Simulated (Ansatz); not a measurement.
# CH5B2FO: how energies converge with the basis set

One table from this session's results is given with a row withheld; the runs are named, their logs left out.

The runs use Ansatz 0.2.0, Gaussian basis; one geometry, several basis sets.

The runs, in order: PBE0-D4/def2-SVP; ωB97M-V/def2-SVP; PBE0-D4/def2-QZVPP; ωB97M-V/def2-QZVPP; the functionals' def2-TZVPP values are taken from earlier runs.

### Structure used throughout

The geometry comes from an earlier relaxation with PBE0-D4 in a triple-zeta def2 set; it is a stationary point, not always the lowest conformer.

SMILES `BCB(O)F`, 10 atoms, charge 0, spin multiplicity 1.

Atoms are counted from 1 here; the program's logs count them from 0.

Bond lengths: B1–C2 1.544 Å, B1–H6 1.200 Å, B1–H7 1.196 Å, C2–B3 1.583 Å, C2–H8 1.090 Å, C2–H9 1.097 Å, B3–O4 1.352 Å, B3–F5 1.328 Å, O4–H10 0.959 Å. Angles: C2–B1–H6 119.9°, C2–B1–H7 121.7°, H6–B1–H7 118.3°, B1–C2–B3 106.5°, B1–C2–H8 114.3°, B1–C2–H9 110.7°, B3–C2–H8 108.6°, B3–C2–H9 105.6°, H8–C2–H9 110.6°, C2–B3–O4 124.5°, C2–B3–F5 119.7°, O4–B3–F5 115.8°, B3–O4–H10 113.7°.

Set-up of the first run:

File in.yaml:

```yaml
crystal:
  periodic: [false, false, false]
  atoms:
    - {symbol: B, position_ang: [-1.280416, 0.429971, -0.359832]}
    - {symbol: C, position_ang: [-0.049317, -0.451635, -0.663306]}
    - {symbol: B, position_ang: [1.127189, 0.089329, 0.247315]}
    - {symbol: O, position_ang: [1.178927, -0.044194, 1.592030]}
    - {symbol: F, position_ang: [2.145759, 0.735013, -0.307933]}
    - {symbol: H, position_ang: [-1.918600, 0.244164, 0.639662]}
    - {symbol: H, position_ang: [-1.588257, 1.343518, -1.067828]}
    - {symbol: H, position_ang: [0.275980, -0.425225, -1.703696]}
    - {symbol: H, position_ang: [-0.222327, -1.484644, -0.338334]}
    - {symbol: H, position_ang: [0.414162, -0.487497, 1.964823]}
basis:
  gaussian: {orbitals: def2-SVP}
hamiltonian: {xc: pbe0, dispersion: d4}
output: {orbitals: {seedname: orbitals}}
```

Started as:

```
$ ansatz run in.yaml --threads 2 --pin off --events-out ev --progress --plain --max-ram 4352MiB
```

Among the steps run: PBE0-D4 in def2-SVP; ωB97M-V in def2-SVP; PBE0-D4 in def2-QZVPP; ωB97M-V in def2-QZVPP.

One table of the session follows, with a row left open; its other results are not shown here.

It belongs to the step «Density functionals: the series». 

```
functional       basis  HOMO (eV)  LUMO (eV)
   PBE0-D4    def2-SVP          ?          ?
   PBE0-D4  def2-TZVPP      -9.26      -1.64
   PBE0-D4  def2-QZVPP      -9.27      -1.66
   ωB97M-V    def2-SVP     -11.48       0.53
   ωB97M-V  def2-TZVPP     -11.59       0.30
   ωB97M-V  def2-QZVPP     -11.60       0.22
```

Estimate the missing values for PBE0-D4, def2-SVP.

The run gave: HOMO (eV): -9.18; LUMO (eV): -1.54. In the column «HOMO (eV)» it is the highest.
